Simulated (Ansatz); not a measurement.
# SiGeF+ (triplet): the correlation ladder, cc-pVDZ

One table from this session's results is given with a row withheld; the runs are named, their logs left out.

Program: Ansatz 0.2.0, Gaussian basis. Level of theory: cc-pVDZ, core rule «outside noble gas», up to 20 orbitals frozen. These are calculated values, not measurements.

To be run: UHF; CCSD(T) on ROHF; CCSD(T) on UHF; BCCD(T) on ROHF; CISD; CCSDT(Q) on ROHF; CCSDT(Q) on UHF.

39 further runs of the same task are left out: 10 for a known fault of the program, 14 that didn't finish, 15 set aside as unsound or not needed.

### What is computed

The geometry is a PBE0/def2-TZVP stationary point (not a proven minimum) of the parent state, kept for this charge and spin. No spin-orbit coupling is included. The filled d shell of Ge may be among the frozen orbitals whatever the setting's name suggests; the logs give the count.

3 atoms, charge 1, spin multiplicity 3.

Atoms are counted from 1 here; the program's logs count them from 0.

Bond lengths: F1–Ge2 1.759 Å, Ge2–Si3 2.416 Å. Angles: F1–Ge2–Si3 106.7°.

Coordinates:

```xyz
3

F     0.0000   -1.0682    1.3607
Ge    0.0000    0.3971    0.3881
Si    0.0000   -0.3044   -1.9241
```

The first run:

Contents of in.yaml:

```yaml
crystal:
  periodic: [false, false, false]
  atoms:
    - {symbol: F, position_ang: [0.000000, -1.068183, 1.360686]}
    - {symbol: Ge, position_ang: [0.000000, 0.397053, 0.388067]}
    - {symbol: Si, position_ang: [0.000000, -0.304362, -1.924126]}
basis:
  gaussian: {orbitals: cc-pVDZ}
total_charge: 1
magnetization: {spin_polarized: true, initial_magnetization: 2}
hamiltonian: {xc: hf}
output: {orbitals: {seedname: orbitals}}
```

Command:

```
$ ansatz run in.yaml --threads 1 --pin off --events-out ev --progress --plain --max-ram 2393MiB
```

Among the steps run: UHF; CCSD(T) on ROHF; CCSD(T) on UHF; BCCD(T) on ROHF; CISD; CCSDT(Q) on ROHF; CCSDT(Q) on UHF.

One table of the session follows, with a row left open; its other results are not shown here.

| method | from UCCSDT(Q) (kcal/mol) |
| --- | --- |
| ROHF | +219.96 |
| UHF | +214.91 |
| RMP2 | ? |
| UMP2 | +26.38 |
| RCCSD | +8.22 |
| UCCSD | +8.05 |
| RCCSD(T) | +1.82 |
| UCCSD(T) | +1.83 |
| BCCD(T) | +1.65 |
| RCCSDT | +0.76 |
| UCCSDT | +0.70 |
| RCCSDT(Q) | +0.24 |
| UCCSDT(Q) | 0 |

**Question.** Estimate the row for RMP2.

The run gave: from UCCSDT(Q) (kcal/mol): +24.99. In the column «from UCCSDT(Q) (kcal/mol)» it lies between RCCSD (+8.22) and UMP2 (+26.38).

Not comparable, so not listed: CISD (they don't share determinant, frozen orbitals or solution with the rows shown, or repeat one).

Caveats from the session: Restricted and unrestricted rows rest on different reference determinants; where their highest levels disagree by more than a few hundredths of an eV, they describe different states and don't form one ladder.
